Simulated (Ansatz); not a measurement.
# CH6O2Si: a ladder of functionals and wavefunction methods

One table from this session's results is given with a row withheld; the runs are named, their logs left out.

Method: functionals in def2-TZVPP, the program's frozen cores in correlated methods; program: Ansatz 0.2.0, Gaussian basis.

Levels to be run: LDA (SPW92), PBE-D4, revPBE-D4, BLYP-D4, r2SCAN-D4, B97M-V, PBE0-D4, B3LYP-D4, r2SCANh-D4, r2SCAN0-D4, HSE06-D4, BHLYP-D4, CAM-B3LYP-D4, LC-ωPBE, ωB97X-V, ωB97M-V, B2PLYP, PBE-QIDH; CCSD(T)/def2-SVP; CCSD(T)/def2-TZVPP; MP2/def2-QZVPP; extrapolation to the limit; RPA on PBE.

## The geometry

The geometry comes from an earlier relaxation with PBE0-D4 in a triple-zeta def2 set; it is a stationary point, not always the lowest conformer.

SMILES `OC[SiH2]O`, 10 atoms, charge 0, spin multiplicity 1.

Atoms are counted from 1 here; the program's logs count them from 0.

Bond lengths: O1–C2 1.422 Å, O1–H5 0.962 Å, C2–Si3 1.881 Å, C2–H6 1.094 Å, C2–H7 1.101 Å, Si3–O4 1.658 Å, Si3–H8 1.492 Å, Si3–H9 1.482 Å, O4–H10 0.957 Å. Angles: C2–O1–H5 108.0°, O1–C2–Si3 110.3°, O1–C2–H6 107.1°, O1–C2–H7 111.3°, Si3–C2–H6 110.6°, Si3–C2–H7 111.0°, H6–C2–H7 106.3°, C2–Si3–O4 107.3°, C2–Si3–H8 111.0°, C2–Si3–H9 110.8°, O4–Si3–H8 110.9°, O4–Si3–H9 106.1°, H8–Si3–H9 110.6°, Si3–O4–H10 117.7°.

Set-up of the first run:

in.yaml

```yaml
crystal:
  periodic: [false, false, false]
  atoms:
    - {symbol: O, position_ang: [-1.443887, 1.148124, 0.182561]}
    - {symbol: C, position_ang: [-0.242975, 0.717202, 0.811168]}
    - {symbol: Si, position_ang: [0.375364, -0.872979, 0.019459]}
    - {symbol: O, position_ang: [0.330473, -0.654715, -1.623279]}
    - {symbol: H, position_ang: [-1.326022, 1.070196, -0.769250]}
    - {symbol: H, position_ang: [-0.473717, 0.557312, 1.868885]}
    - {symbol: H, position_ang: [0.529092, 1.501538, 0.777983]}
    - {symbol: H, position_ang: [1.758485, -1.195102, 0.475526]}
    - {symbol: H, position_ang: [-0.545487, -1.997227, 0.309958]}
    - {symbol: H, position_ang: [1.121772, -0.325550, -2.050113]}
basis:
  gaussian: {orbitals: def2-TZVPP}
hamiltonian: {xc: lda}
output: {orbitals: {seedname: orbitals}}
```

Run with:

```
$ ansatz run in.yaml --threads 2 --pin off --events-out ev --progress --plain --max-ram 4352MiB
```

Steps of the session up to this table: LDA; PBE-D4 (GGA); revPBE-D4 (GGA); BLYP-D4 (GGA); r2SCAN-D4 (meta-GGA); B97M-V (meta-GGA); B3LYP-D4 (hybrid); r2SCANh-D4 (hybrid); r2SCAN0-D4 (hybrid); HSE06-D4 (hybrid); BHLYP-D4 (hybrid); CAM-B3LYP-D4 (range-separated); LC-ωPBE (range-separated); ωB97X-V (range-separated); ωB97M-V (range-separated); B2PLYP (double hybrid); PBE-QIDH (double hybrid).

One table of the session follows, with a row left open; its other results are not shown here.

It belongs to the step «Orbital energies across the functionals». 

| functional | HOMO (eV) | gap (eV) |
| --- | --- | --- |
| LDA (SPW92) | -6.07 | 4.94 |
| PBE-D4 | -5.93 | 5.04 |
| revPBE-D4 | -5.88 | 5.09 |
| BLYP-D4 | -5.86 | 5.00 |
| r2SCAN-D4 | -6.24 | 5.86 |
| B97M-V | -6.42 | 5.74 |
| PBE0-D4 | -7.46 | 7.45 |
| B3LYP-D4 | -7.25 | 6.93 |
| r2SCANh-D4 | -6.82 | 6.72 |
| r2SCAN0-D4 | -7.68 | 7.99 |
| HSE06-D4 | -7.06 | 6.67 |
| BHLYP-D4 | -8.93 | 9.67 |
| CAM-B3LYP-D4 | ? | ? |
| LC-ωPBE | -10.24 | 12.38 |
| ωB97X-V | -9.91 | 11.87 |
| ωB97M-V | -9.82 | 11.39 |

Q: Estimate the row for CAM-B3LYP-D4 from the others.

As computed: HOMO (eV): -8.92; gap (eV): 9.77. In the column «HOMO (eV)» it lies between BHLYP-D4 (-8.93) and r2SCAN0-D4 (-7.68).
